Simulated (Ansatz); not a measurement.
# CAgClO: the cost of one run

Method: the levels named in each step, in Ansatz 0.2.0.

## 1. Starting point

Bond lengths: O1–C2 1.133 Å, C2–Ag3 1.941 Å, Ag3–Cl4 2.157 Å. Angles: O1–C2–Ag3 180.0°, C2–Ag3–Cl4 180.0°.

As a file:

```xyz
4

O     0.0000    0.0000   -2.3592
C     0.0000    0.0000   -1.2264
Ag    0.0000    0.0000    0.7144
Cl    0.0000    0.0000    2.8713
```

## 2. A rough first relaxation, PBE-D4/def2-SVP

This run stands in another session on the same molecule. It ended at:

```xyz
4

O     0.0000    0.0000   -2.4102
C     0.0000    0.0000   -1.2653
Ag    0.0000    0.0000    0.7041
Cl    0.0000    0.0000    2.9714
```

## 3. Relaxation, r2SCAN-D4/def2-TZVPP

input.yaml reads:

```yaml
crystal:
  periodic: [false, false, false]
  atoms:
    - { symbol: O, position_ang: [0.0, 0.0, -2.41021887] }
    - { symbol: C, position_ang: [0.0, 0.0, -1.26530256] }
    - { symbol: Ag, position_ang: [0.0, 0.0, 0.70414975] }
    - { symbol: Cl, position_ang: [0.0, 0.0, 2.97137169] }
basis:
  gaussian: { orbitals: def2-TZVPP }
hamiltonian:
  xc: r2scan
  dispersion: d4
relax:
  f_tol: 0.002
  max_steps: 150
```

Run with:

```bash
ansatz run input.yaml --threads 4 --pin off --max-ram 10240MiB --backend cpu --events-out ev --progress --plain --runs-dir out
```

Q: Estimate wall time and peak memory on 4 threads of Arm Neoverse V2, shared host.

About 14 s, with a peak of 0.22 GiB.
